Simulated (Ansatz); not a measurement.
# BF2H4NS: the cost of one run

All numbers below are computed with Ansatz 0.2.0 (RKS PBE/def2-SVP).

## (1) The system as given

Bond lengths: N2–H3 1.060 Å, N2–H4 1.060 Å, B1–F5 1.320 Å, B1–F6 1.320 Å, B1–S7 2.190 Å, S7–H8 1.400 Å, N2–H9 1.150 Å, S7–H9 1.419 Å. Angles: H3–N2–H4 120.0°, H3–N2–H9 101.9°, H4–N2–H9 85.4°, F5–B1–F6 120.0°, F5–B1–S7 105.4°, F6–B1–S7 92.8°, B1–S7–H8 109.5°, B1–S7–H9 67.0°, H8–S7–H9 116.0°, N2–H9–S7 138.5°.

As a file:

```xyz
9

B     0.0000    0.0000    0.0000
N     0.0000    0.0000    1.9000
H    -0.8770   -0.2713    2.4300
H     0.8770    0.2713    2.4300
F     1.1431    0.0000   -0.6600
F    -1.1431    0.0000   -0.6600
S    -0.2739    2.0601    0.6906
H    -1.5750    2.4834    0.3940
H    -0.1503    1.1307    1.7562
```

## (2) A restrained relaxation towards end A

Springs on the bonds that form and break draw the guess towards this end; the thresholds are loose.

File input.yaml:

```yaml
crystal:
  periodic: [false, false, false]
  atoms:
    - { symbol: B, position_ang: [0.0, 0.0, 0.0] }
    - { symbol: "N", position_ang: [0.0, 0.0, 1.9] }
    - { symbol: H, position_ang: [-0.877, -0.2713, 2.43] }
    - { symbol: H, position_ang: [0.877, 0.2713, 2.43] }
    - { symbol: F, position_ang: [1.1431, 0.0, -0.66] }
    - { symbol: F, position_ang: [-1.1431, 0.0, -0.66] }
    - { symbol: S, position_ang: [-0.2739, 2.0601, 0.6906] }
    - { symbol: H, position_ang: [-1.575, 2.4834, 0.394] }
    - { symbol: H, position_ang: [-0.1503, 1.1307, 1.7562] }
basis:
  gaussian: { orbitals: def2-SVP }
hamiltonian:
  xc: pbe
relax:
  f_tol: 0.15
  max_steps: 25
  restrain:
    - { distance: [0, 6], at: 3.09, k: 30.0 }
    - { distance: [8, 1], at: 2.26, k: 30.0 }
    - { distance: [0, 1], at: 1.55, k: 30.0 }
    - { distance: [8, 6], at: 1.4, k: 30.0 }
```

Started as:

```bash
$ ansatz run input.yaml --threads 2 --pin off --max-ram 3072MiB --backend cpu --events-out ev --progress --plain --runs-dir out
```

Q: Estimate wall time and peak memory on 2 threads of Arm Neoverse V1, shared host.

About 16 s, with a peak of 0.15 GiB.
